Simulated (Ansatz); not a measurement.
# Hf: a line through a two-coordinate scan

An exercise on one series of results from a longer session: the logs are not shown, and one member is left open.

Computed with Ansatz 0.2.0 (DFT LDA, scalar-relativistic, plane waves, PAW, unless a step's input says otherwise).

## The structure to begin with

Symmetry: Fm-3m, No. 225, cubic system. The conventional cell has a = 4.360 Å, b = 4.360 Å, c = 4.360 Å, α = 90.00°, β = 90.00°, γ = 90.00°. Hf (site symmetry m-3m) is surrounded by 12 Hf at 3.08 Å.

As a file:

```cif
data_structure
_symmetry_space_group_name_H-M 'Fm-3m'
_symmetry_Int_Tables_number 225
_cell_length_a 4.3599
_cell_length_b 4.3599
_cell_length_c 4.3599
_cell_angle_alpha 90.000
_cell_angle_beta 90.000
_cell_angle_gamma 90.000
_cell_volume 82.88
loop_
_atom_site_label
_atom_site_type_symbol
_atom_site_symmetry_multiplicity
_atom_site_Wyckoff_symbol
_atom_site_fract_x
_atom_site_fract_y
_atom_site_fract_z
_atom_site_occupancy
Hf1 Hf 4 a 0.00000 0.00000 0.00000 1
```

It is the result of an earlier relaxation at this level (volume 20.72 Å³/atom; gap on the mesh: none (metal)).

## The scan

The energy is mapped over two homogeneous strains (x along [1 0 0], y along [0 1 0], z along [0 0 1] of the conventional cell).

First coordinate, strain +e along x and -e along y: 7 values from −4.00 %. Second coordinate, strain +e along z and -e/2 along x and y: 7 values from −15 to 15 %.

Nothing else is relaxed (symmetry fixes all fractional coordinates). Energies count from the relaxed crystal. Points are written as (first, second).

The first run:

input.yaml reads:

```yaml
crystal:
  lattice:
    - [0.0, 2.4306381945, 1.8529528837]
    - [2.256242629, 0.0, 1.8529528837]
    - [2.256242629, 2.4306381945, 0.0]
  atoms:
    - { symbol: Hf, position: [0.0, 0.0, 0.0] }
basis:
  ecutwfc: 420
kpoints:
  mp_grid: { grid: [18, 18, 18] }
hamiltonian:
  xc: lda
scf:
  occupations: { method: gaussian, width: 0.15 }
output:
  forces: true
  stress: true
  eigenvalues: true
```

Started as:

```sh
ansatz run input.yaml --threads 1 --pin off --max-ram 2048MiB --backend cpu --events-out ev --progress --plain --runs-dir out
```

Steps of the session up to this table: Point (−4.00 %, −15 %); The run at (−4.00 %, −10 %); Point (−4.00 %, −5 %); The run at (−4.00 %, 0 %); Grid point (−4.00 %, 5 %); Grid point (−4.00 %, 10 %); Grid point (−4.00 %, 15 %).

One of the session's tables, all rows but one given; the rest of the session is left out.

| strain +e along z and -e/2 along x and y (%) | energy (meV/atom) | slope (meV/atom per %) | pressure (GPa) |
| --- | --- | --- | --- |
| −15 | 79 | −4.5 | 1.09 |
| −10 | ? | ? | ? |
| −5 | 23 | −4.3 | 0.31 |
| 0 | 11 | −0.1 | 0.20 |
| 5 | 22 | 4.3 | 0.33 |
| 10 | 53 | 8.1 | 0.72 |
| 15 | 102 | 11.3 | 1.22 |

Q: Estimate the row for strain +e along z and -e/2 along x and y (%) = −10 from the others.

Worked estimate for «energy (meV/atom)». A straight line through the neighbours (−15, 79) and (−5, 23) gives 79 + (23 − 79) × (−10 − −15) / (−5 − −15) = 51; a parabola fitted to 3 rows on both sides gives 46.

As computed: energy (meV/atom): 51; slope (meV/atom per %): −6.5; pressure (GPa): 0.70. In «energy (meV/atom)» the line misses by +0 and the parabola by -5.

Energies count from the relaxed crystal. Slopes come from the forces (and the stress, where the cell changes), not from differences of energies.

What this shows: Along the line the energy is lowest at 0 %, 11 meV/atom from the zero. A fit to energies and slopes at the lowest point and its two neighbours puts the minimum at 0.2 %, with a curvature of about 0.96 meV/atom per %². Divided by the reference volume, that is a stiffness of about 74 GPa for this pattern of strain. The highest point computed, at 15 %, lies 91 meV/atom above the lowest. This is one cut through a surface in two coordinates; the map's lowest point lies off it. The runs treat Hf without spin-orbit coupling.
